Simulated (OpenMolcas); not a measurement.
# Pd³⁺ among point charges: CASSCF and CASPT2 levels and susceptibility

How does a field of 6 point charges split the states of Pd³⁺, and what χT follows?

The numbers are computed with OpenMolcas 26.06 (state-averaged CASSCF and CASPT2, spin-orbit coupling by RASSI with atomic mean-field integrals), except any that are marked as measured or tabulated.

## (1) What is computed

| Item | Value |
| --- | --- |
| Species | Pd³⁺ (palladium, Z = 46, 43 electrons) |
| Basis | ANO-RCC-VTZP [7s6p4d2f1g], 68 functions |
| Scalar Hamiltonian | DKH2, point nucleus |
| Inactive shells | 1s 2s 2p 3s 3p 3d 4s 4p |
| Active space | 7 electrons in 5 orbitals (4d) |
| Some configurations of this space | 4d7 |
| Orbitals | optimised for each spin and parity, averaged over all roots |

Outer shells as boxes (Hund's rule):

4d7
```
4d [↑↓][↑↓][↑ ][↑ ][↑ ]
```

The ion sits among 6 point charges of -1.7 e arranged as an octahedron (Oh), 1.93 Å from the ion.

Each step is its own input file, run in one work folder so that later steps find the files of earlier ones. Labels, J, g values, rates, χT and fits are worked out afterwards by a script from the matrices that RASSI stores. The input lists half of the charges; inversion (Group=XYZ) makes the rest.

## (2) GATEWAY and SEWARD: basis and integrals

Input file a.inp:

```
&GATEWAY
Coord
1

Pd 0.0 0.0 0.0
Basis=ANO-RCC-VTZP
Group=XYZ
NoMove
AngMom=0.0 0.0 0.0
AMFI
XField
3 Angstrom 0
1.930000 0.000000 0.000000 -1.700000
0.000000 1.930000 0.000000 -1.700000
0.000000 0.000000 1.930000 -1.700000
&SEWARD
```

Run with:

```console
OMP_NUM_THREADS=1 MOLCAS_MEM=1689 MOLCAS_PROJECT=a pymolcas a.inp > a.log
```

Standard output:

```text
Basis set label: PD.ANO-RCC...7S6P4D2F1G.

      Electronic valence basis set:
      ------------------
      Associated Effective Charge  46.000000 au
      Associated Actual Charge     46.000000 au
      Nuclear Model: Point charge

      Shell  nPrim  nBasis  Cartesian Spherical Contaminant
         s      21       7        X
         p      18       6        X
         d      13       4                 X
         f       6       2                 X
         g       4       1                 X
                  Relativistic Douglas-Kroll-Hess integrals:
                    - DKH order of Hamiltonian: 2
                    - DKH order of Properties : 0
                  Atomic mean-field integrals
```

## (3) Reference wave functions, quartets of even parity, 10 roots

Input file a.inp:

```
&RASSCF
FileOrb=start.orb
Symmetry=1
Spin=4
nActEl=7 0 0
Inactive=9 9
Ras2=5 0
CIRoot=10 10 1
SDav=10
CIMx=300
Iter=120 100
PrWF=0.3
OrbListing=Nothing
MaxOrb=0
>>> COPY $Project.JobIph JOB001
```

start.orb holds the contracted functions of the basis, ordered by shell, or the orbitals of the step before.

Standard output, shortened:

```text
[...]
      Number of active orbitals                  5
[...]
      Spin quantum number                      1.5
[...]
      Active orbitals                            5   0
[...]
      Number of CSFs                            10
      Number of root(s) required                10
[...]
      Convergence after  9 iterations
[...]
      Natural orbitals and occupation numbers for root  1
      sym 1:   1.099237   1.900763   1.000000   1.900763   1.099237
      Natural orbitals and occupation numbers for root  2
      sym 1:   1.956269   1.956269   1.000000   1.043731   1.043731
      Natural orbitals and occupation numbers for root  3
      sym 1:   1.956270   1.956270   1.000000   1.043730   1.043730
::    RASSCF root number  1 Total energy:  -5048.31234987
::    RASSCF root number  2 Total energy:  -5048.31234987
::    RASSCF root number  3 Total energy:  -5048.31234987
[...]
::    RASSCF root number  7 Total energy:  -5048.25171248
::    RASSCF root number  8 Total energy:  -5048.22100703
::    RASSCF root number  9 Total energy:  -5048.22100703
::    RASSCF root number 10 Total energy:  -5048.22100703
```

## (4) CASSCF: doublets of even parity, 40 roots

Input file a.inp:

```
&RASSCF
FileOrb=start.orb
Symmetry=1
Spin=2
nActEl=7 0 0
Inactive=9 9
Ras2=5 0
CIRoot=40 40 1
SDav=40
CIMx=300
Iter=120 100
PrWF=0.3
OrbListing=Nothing
MaxOrb=0
>>> COPY $Project.JobIph JOB002
```

Run with:

```console
OMP_NUM_THREADS=1 MOLCAS_MEM=1689 MOLCAS_PROJECT=a pymolcas a.inp > a.log
```

Standard output, shortened:

```text
[...]
      Number of active orbitals                  5
[...]
      Spin quantum number                      0.5
[...]
      Active orbitals                            5   0
[...]
      Number of CSFs                            40
      Number of root(s) required                40
[...]
      Convergence after  7 iterations
[...]
      Natural orbitals and occupation numbers for root  1
      sym 1:   1.961938   1.934979   0.165489   1.015345   1.922250
      Natural orbitals and occupation numbers for root  2
      sym 1:   1.917506   1.944466   0.165489   1.015345   1.957194
      Natural orbitals and occupation numbers for root  3
      sym 1:   1.060064   1.921322   1.019133   1.070318   1.929163
::    RASSCF root number  1 Total energy:  -5048.25542120
::    RASSCF root number  2 Total energy:  -5048.25542120
::    RASSCF root number  3 Total energy:  -5048.23272351
[...]
::    RASSCF root number 27 Total energy:  -5048.16856317
::    RASSCF root number 28 Total energy:  -5048.16856317
::    RASSCF root number 29 Total energy:  -5048.12980672
::    RASSCF root number 30 Total energy:  -5048.12980672
```

## (5) State interaction with spin-orbit coupling

Input file a.inp:

```
&RASSI
NrOfJobIphs=2 10 40
1 2 3 4 5 6 7 8 9 10
1 2 3 4 5 6 7 8 9 10 11 12 13 14 15 16 17 18 19 20 21 22 23 24 25 26 27
28 29 30 31 32 33 34 35 36 37 38 39 40
IphNames
JOB001
JOB002
EJob
SpinOrbit
DIPRint=1.0
SOCoupling=1000.0
Subsets=2
Property=9
'ANGMOM' 1 'ANGMOM' 2 'ANGMOM' 3 'MLTPL  1' 1 'MLTPL  1' 2 'MLTPL  1' 3
'AMFI' 1 'AMFI' 2 'AMFI' 3
SOProperty=3
'ANGMOM' 1 'ANGMOM' 2 'ANGMOM' 3
```

Run with:

```console
OMP_NUM_THREADS=1 MOLCAS_MEM=1689 MOLCAS_PROJECT=a pymolcas a.inp > a.log
```

Standard output:

```text
SPIN-FREE ENERGIES:
  (Shifted by EMIN (a.u.) =      -5048.3123498732)

 SF State       Relative EMIN(au)   Rel lowest level(eV)    D:o, cm**(-1)      L_eff

     1             0.0000000000        0.0000000000              0.0000         3.0
     2             0.0000000000        0.0000000000              0.0000         3.0
     3             0.0000000000        0.0000000000              0.0000         3.0
     4             0.0278082165        0.7567001209           6103.1981         3.0
     5             0.0278082165        0.7567001209           6103.1981         3.0
     6             0.0278082165        0.7567001209           6103.1981         3.0
    11             0.0569286687        1.5491079933          12494.3986         4.0
    12             0.0569286687        1.5491079933          12494.3986         4.0
     7             0.0606373931        1.6500275235          13308.3695         3.0
    13             0.0796263615        2.1667436787          17475.9663         4.3
    14             0.0796263615        2.1667436787          17475.9663         4.3
    15             0.0796263615        2.1667436787          17475.9663         4.3
    16             0.0815841300        2.2200172721          17905.6469         3.9
    17             0.0815841300        2.2200172721          17905.6469         3.9
    18             0.0815841300        2.2200172721          17905.6469         3.9
    10             0.0913428415        2.4855653414          20047.4365         1.1
     9             0.0913428415        2.4855653414          20047.4365         1.1
     8             0.0913428415        2.4855653414          20047.4365         1.1
    19             0.0998596184        2.7173186475          21916.6529         4.0
    20             0.1025245878        2.7898361577          22501.5461         2.8
    21             0.1025245878        2.7898361577          22501.5461         2.8
    22             0.1025245878        2.7898361577          22501.5461         2.8
    23             0.1157866464        3.1507151561          25412.2315         4.5
    24             0.1157866464        3.1507151561          25412.2315         4.5
    25             0.1157866464        3.1507151561          25412.2315         4.5
    26             0.1179815632        3.2104418867          25893.9601         4.6
    27             0.1179815632        3.2104418867          25893.9601         4.6
    28             0.1179815632        3.2104418867          25893.9601         4.6
    29             0.1260160721        3.4290720116          27657.3310         4.1
    30             0.1260160721        3.4290720116          27657.3310         4.1
    31             0.1390196288        3.7829168145          30511.2818         3.0
    32             0.1390196288        3.7829168145          30511.2818         3.0
    33             0.1390196288        3.7829168145          30511.2818         3.0
    34             0.1420354719        3.8649820878          31173.1828         4.2
    35             0.1420354719        3.8649820878          31173.1828         4.2
    36             0.1420354719        3.8649820878          31173.1828         4.2
    37             0.1437866986        3.9126353936          31557.5327         3.3
    38             0.1437866986        3.9126353936          31557.5327         3.3
    39             0.1825431528        4.9672522368          40063.5912         3.0
    40             0.1825431528        4.9672522368          40063.5912         3.0
Eigenvalues of complex Hamiltonian:
   -----------------------------------
  (Shifted by EMIN (a.u.) =      -5048.3123498732)

 SO State       Relative EMIN(au)   Rel lowest level(eV)    D:o, cm**(-1)     J-value

     1            -0.0107937517        0.0000000000              0.0000         3.5
     2            -0.0107937517        0.0000000000              0.0000         3.5
     3            -0.0068858490        0.1063394481            857.6855         2.9
     4            -0.0068858490        0.1063394481            857.6855         3.1
     5            -0.0068858490        0.1063394481            857.6855         3.6
     6            -0.0068858490        0.1063394481            857.6855         3.6
     7            -0.0002508979        0.2868856663           2313.8889         3.0
     8            -0.0002508979        0.2868856663           2313.8889         2.7
     9            -0.0002508979        0.2868856663           2313.8889         3.1
    10            -0.0002508979        0.2868856663           2313.8889         2.7
    11             0.0041276597        0.4060322883           3274.8713         2.4
    12             0.0041276597        0.4060322883           3274.8713         2.4
    13             0.0253911324        0.9846408565           7941.6641         2.6
    14             0.0253911324        0.9846408565           7941.6641         2.6
    15             0.0253911324        0.9846408566           7941.6641         3.1
    16             0.0253911324        0.9846408566           7941.6641         3.1
    17             0.0257289768        0.9938340704           8015.8124         2.9
    18             0.0257289768        0.9938340704           8015.8124         2.9
    19             0.0283734403        1.0657935895           8596.2050         2.2
    20             0.0283734403        1.0657935895           8596.2050         2.2
    21             0.0283734403        1.0657935895           8596.2050         2.4
    22             0.0283734403        1.0657935895           8596.2050         2.4
    23             0.0303732308        1.1202106607           9035.1083         2.4
    24             0.0303732308        1.1202106607           9035.1083         2.4
    25             0.0553906790        1.8009701075          14525.8035         3.4
    26             0.0553906790        1.8009701075          14525.8035         3.4
    27             0.0553906790        1.8009701076          14525.8035         3.3
    28             0.0553906790        1.8009701076          14525.8035         3.3
    29             0.0613983425        1.9644469595          15844.3333         2.3
    30             0.0613983425        1.9644469595          15844.3333         2.3
    31             0.0613983425        1.9644469595          15844.3333         2.3
    32             0.0613983425        1.9644469595          15844.3333         2.3
    33             0.0742947830        2.3153769813          18674.7748         3.9
    34             0.0742947830        2.3153769813          18674.7748         3.9
    35             0.0742947830        2.3153769814          18674.7748         3.3
    36             0.0742947830        2.3153769814          18674.7748         3.3
    37             0.0811021251        2.5006141973          20168.8137         2.2
    38             0.0811021251        2.5006141973          20168.8137         2.2
    39             0.0811021251        2.5006141973          20168.8137         2.3
    40             0.0811021251        2.5006141973          20168.8137         2.3
    41             0.0823115362        2.5335239491          20434.2487         3.7
Weights of the five most important spin-orbit-free states for each spin-orbit state.

 SO State  Total energy (au)           Spin-free states, spin, and weights
 -------------------------------------------------------------------------------------------------------
    1        -0.010794       1 1.5  0.3240    2 1.5  0.3240    3 1.5  0.3240   19 0.5  0.0079    6 1.5  0.0051
    2        -0.010794       1 1.5  0.3240    2 1.5  0.3240    3 1.5  0.3240   19 0.5  0.0079    6 1.5  0.0051
    3        -0.006886       3 1.5  0.4989    2 1.5  0.2390    1 1.5  0.1785    5 1.5  0.0260    4 1.5  0.0247
    4        -0.006886       2 1.5  0.3656    3 1.5  0.2961    1 1.5  0.2547    5 1.5  0.0246    4 1.5  0.0220
    5        -0.006886       1 1.5  0.4047    3 1.5  0.2980    2 1.5  0.2137    6 1.5  0.0268    4 1.5  0.0200
    6        -0.006886       2 1.5  0.4037    1 1.5  0.3839    3 1.5  0.1288    6 1.5  0.0265    4 1.5  0.0212
    7        -0.000251       3 1.5  0.3501    2 1.5  0.3309    1 1.5  0.1775    4 1.5  0.0474    6 1.5  0.0467
    8        -0.000251       1 1.5  0.4094    3 1.5  0.2258    2 1.5  0.2233    5 1.5  0.0445    4 1.5  0.0406
    9        -0.000251       2 1.5  0.3490    3 1.5  0.3461    1 1.5  0.1634    6 1.5  0.0524    4 1.5  0.0297
   10        -0.000251       1 1.5  0.3944    2 1.5  0.2415    3 1.5  0.2227    5 1.5  0.0574    4 1.5  0.0310
   11         0.004128       1 1.5  0.3244    2 1.5  0.3244    3 1.5  0.3244    6 1.5  0.0074    4 1.5  0.0074
   12         0.004128       1 1.5  0.3244    2 1.5  0.3244    3 1.5  0.3244    6 1.5  0.0074    4 1.5  0.0074
```

These steps: 10 s of run time, 1 thread of Intel Xeon Platinum 8559C (Emerald Rapids), shared host.

States without spin-orbit coupling:

| state | degeneracy | E (cm-1) | free-ion L (%) |
| --- | --- | --- | --- |
| 4T1 | 3 | 0 | F (98) |
| 4T2 | 3 | 6103 | F (100) |
| 2E | 2 | 12494 | G (55) |
| 4A2 | 1 | 13308 | F (100) |
| 2T1 | 3 | 17476 | G (66) |
| 2T2 | 3 | 17906 | G (81) |
| 4T1 | 3 | 20047 | P (98) |
| 2A1 | 1 | 21917 | G (100) |
| 2T1 | 3 | 22502 | P (67) |
| 2T2 | 3 | 25412 | H (69) |
| 2T1 | 3 | 25894 | H (75) |
| 2E | 2 | 27657 | H (62) |
| 2T2 | 3 | 30511 | D (72) |
| 2T1 | 3 | 31173 | H (61) |
| 2E | 2 | 31558 | D (47) |
| 2T2 | 3 | 40064 | F (96) |
| 2T1 | 3 | 41448 | F (90) |
| 2A2 | 1 | 41667 | F (100) |
| 2E | 2 | 62201 | D (100) |
| 2T2 | 3 | 62802 | D (95) |

With spin-orbit coupling:

```csv
E (cm-1),Degeneracy,Label,2S+1,g
0.0,2,Γ6,4,4.75 4.75 4.75
857.7,4,Γ8,4,
2314,4,Γ8,4,
3275,2,Γ7,4,0.30 0.30 0.30
7942,4,Γ8,4,
8016,2,Γ6,4,2.77 2.77 2.77
8596,4,Γ8,4,
9035,2,Γ7,4,2.23 2.23 2.23
14526,4,Γ8,2,
15844,4,Γ8,4,
18675,4,Γ8,2,
20169,4,Γ8,2,
20434,2,Γ6,2,0.72 0.72 0.72
20701,2,Γ7,2,0.84 0.84 0.84
21176,4,Γ8,2,
21505,4,Γ8,4,
21836,2,Γ7,4,0.58 0.58 0.58
22689,2,Γ6,4,2.16 2.16 2.16
23654,2,Γ6,2,1.92 1.92 1.92
25646,4,Γ8,2,
27310,2,Γ6,2,1.69 1.69 1.69
27360,2,Γ7,2,2.34 2.34 2.34
27893,4,Γ8,2,
28110,2,Γ6,2,2.64 2.64 2.64
```

Principal g values are given for doublets only; a zero marks a field direction without first-order Zeeman splitting.

Powder χT (cm³ K/mol): 2.12 at 2 K, 2.14 at 5 K, 2.16 at 10 K, 2.21 at 20 K, 2.35 at 50 K, 2.58 at 100 K, 2.81 at 150 K, 3.03 at 200 K, 3.24 at 250 K, 3.43 at 300 K.

A ligand-field fit to the states below 45000 cm-1 gives 10Dq = 6869 cm-1, B = 993 cm-1 and C = 4023 cm-1 (C/B = 4.05), with a deviation of 141 cm-1.

Orbitals of the lowest block (energies include the constant potential of the surroundings):

| shell | space | energy (hartree) | mean occupation | ⟨r²⟩ (bohr²) |
| --- | --- | --- | --- | --- |
| 1s | inactive | -897.8118 | 2.000 | 0.00133 |
| 2s | inactive | -133.1379 | 2.000 | 0.0224 |
| 2p | inactive | -119.0712 | 6.000 | 0.0177 |
| 3s | inactive | -24.3179 | 2.000 | 0.163 |
| 3p | inactive | -19.5606 | 6.000 | 0.165 |
| 3d | inactive | -11.9846 | 10.000 | 0.151 |
| 4s | inactive | -2.5815 | 2.000 | 1.01 |
| 4p | inactive | -1.1065 | 6.000 | 1.21 |
| 4d | RAS2 |  | 7.000 | 2.02 |

## (6) CASPT2: IPEA 0.25, imaginary shift 0.1 (closed shells correlated: 4s 4p)

Input file a.inp:

```
>>> COPY JOB001 $Project.JobIph
&CASPT2
Multistate=10 1 2 3 4 5 6 7 8 9 10
NoMult
Frozen=8 6
IPEA=0.25
Imaginary=0.1
MaxIter=60
WThr=0.0 0.3 0.05
PrWF=0.5
NoMix
>>> COPY JOB002 $Project.JobIph
&CASPT2
Multistate=40 1 2 3 4 5 6 7 8 9 10 11 12 13 14 15 16 17 18 19 20 21 22
23 24 25 26 27 28 29 30 31 32 33 34 35 36 37 38 39 40
NoMult
Frozen=8 6
IPEA=0.25
Imaginary=0.1
MaxIter=60
WThr=0.0 0.3 0.05
PrWF=0.5
NoMix
```

Standard output, shortened:

```text
[...]
      Active orbitals                            5   0
[...]
      E2 (Variational):          -0.4571149456
      Total energy:           -5048.7694648188
[...]
::    CASPT2 Root  1     Total energy:  -5048.76946482
::    CASPT2 Root  2     Total energy:  -5048.76894903
[...]
::    CASPT2 Root 27     Total energy:  -5048.63588265
::    CASPT2 Root 28     Total energy:  -5048.63544967
::    CASPT2 Root 29     Total energy:  -5048.61700757
::    CASPT2 Root 30     Total energy:  -5048.61702016
```

This run: 5.4 s of run time, 1 thread of Intel Xeon Platinum 8559C (Emerald Rapids), shared host.

SS-CASPT2: lowest energy less the reference's lowest, -0.4568 hartree; reference weights 0.926 to 0.936.

Spin-free states, with their symmetry labels:

| state | degeneracy | E (cm-1) | free-ion L (%) |
| --- | --- | --- | --- |
| 4T1 | 3 | 0 | F (98) |
| 4T2 | 3 | 6099 | F (100) |
| 2E | 2 | 11436 | G (55) |
| 4A2 | 1 | 13917 | F (100) |
| 2T1 | 3 | 15460 | G (66) |
| 2T2 | 3 | 15864 | G (81) |
| 4T1 | 3 | 16800 | P (98) |
| 2T1 | 3 | 18607 | P (67) |
| 2A1 | 1 | 19691 | G (100) |
| 2T2 | 3 | 22836 | H (69) |
| 2T1 | 3 | 23525 | H (75) |
| 2E | 2 | 24835 | H (62) |
| 2T2 | 3 | 27293 | D (72) |
| 2T1 | 3 | 28669 | H (61) |
| 2E | 2 | 29290 | D (47) |
| 2T2 | 3 | 33394 | F (96) |
| 2A2 | 1 | 35021 | F (100) |
| 2T1 | 3 | 35267 | F (90) |
| 2E | 2 | 53127 | D (100) |
| 2T2 | 3 | 53845 | D (95) |

With spin-orbit coupling:

```
E (cm-1)  Degeneracy  Label  2S+1               g
       0           2     Γ6     4  4.75 4.75 4.75
     850           4     Γ8     4                
    2300           4     Γ8     4                
    3290           2     Γ7     4  0.31 0.31 0.31
    7900           4     Γ8     4                
    8020           2     Γ6     4  2.77 2.77 2.77
    8570           4     Γ8     4                
    9010           2     Γ7     4  2.22 2.22 2.22
   13400           4     Γ8     2                
   16180           4     Γ8     4                
   16580           4     Γ8     2                
   17330           4     Γ8     2                
   17840           2     Γ7     4  2.20 2.20 2.20
   18200           4     Γ8     4                
   18360           2     Γ6     2  0.43 0.43 0.43
   19030           4     Γ8     2                
   19390           2     Γ6     4  1.85 1.85 1.85
   19460           2     Γ7     2  0.76 0.76 0.76
   21170           2     Γ6     2  1.75 1.75 1.75
   22280           4     Γ8     2                
   23930           2     Γ6     2  1.85 1.85 1.85
   24800           2     Γ7     2  2.30 2.30 2.30
   25450           4     Γ8     2                
   25770           2     Γ6     2  2.64 2.64 2.64
```

Powder χT (cm³ K/mol): 2.13 at 2 K, 2.14 at 5 K, 2.16 at 10 K, 2.21 at 20 K, 2.35 at 50 K, 2.58 at 100 K, 2.81 at 150 K, 3.04 at 200 K, 3.25 at 250 K, 3.43 at 300 K.

A ligand-field fit to the states below 45000 cm-1 gives 10Dq = 6842 cm-1, B = 743 cm-1 and C = 3760 cm-1 (C/B = 5.06), with a deviation of 404 cm-1.

## (7) The methods side by side

A. CASSCF
B. SS-CASPT2, IPEA 0.25, imaginary shift 0.1 (closed shells correlated: 4s 4p)

| method | ground state | first state of that spin (cm-1) | first gap with spin-orbit (cm-1) | χT at 300 K |
| --- | --- | --- | --- | --- |
| A | 4T1 | 4T2 6103 | 857.7 | 3.43 |
| B | 4T1 | 4T2 6099 | 853.8 | 3.43 |

## (8) Results

| quantity | value |
| --- | --- |
| method | SS-CASPT2, IPEA 0.25, imaginary shift 0.1 (closed shells correlated: 4s 4p) |
| spin-free ground state | 4T1, 3-fold in its orbital part |
| first state of the same spin within the active space | 4T2 at 6100 cm⁻¹ |
| lowest level | 2-fold Γ6, g = 4.75, 4.75, 4.75 |
| next level | 853.8 cm⁻¹ |
| χT at 300 K | 3.43 cm³ K/mol |
| effective moment at 300 K | 5.24 μB |

Cost by method:

| method | time of its own steps | time with the reference |
| --- | --- | --- |
| A. CASSCF | 10 s | 10 s |
| B. SS-CASPT2, IPEA 0.25, imaginary shift 0.1, +4s 4p | 5.4 s | 16 s |

Times are of one thread on a shared host.

**Reading.** The spin-free ground state (4T1) comes to 98 % from free-ion F terms and keeps the highest spin of the shell. χT at 300 K is 3.43, against 1.88 cm³ K/mol for the spin alone, so orbital moment adds to it. An active space of the d shell alone favours high spin; real ions in strong fields can be low spin. A ligand-field fit to the states below 45000 cm-1 gives 10Dq = 6842 cm-1, B = 743 cm-1 and C = 3760 cm-1 (C/B = 5.06), with a deviation of 404 cm-1. CASPT2 does not keep the components of a term degenerate, and the means are used. The field of point charges can differ much from that of real complexes. With metal d orbitals alone active, the gaps between spin states are rough; where two lie within a few thousand cm-1, their order is open. This is an electrostatic model: the charges have no orbitals.
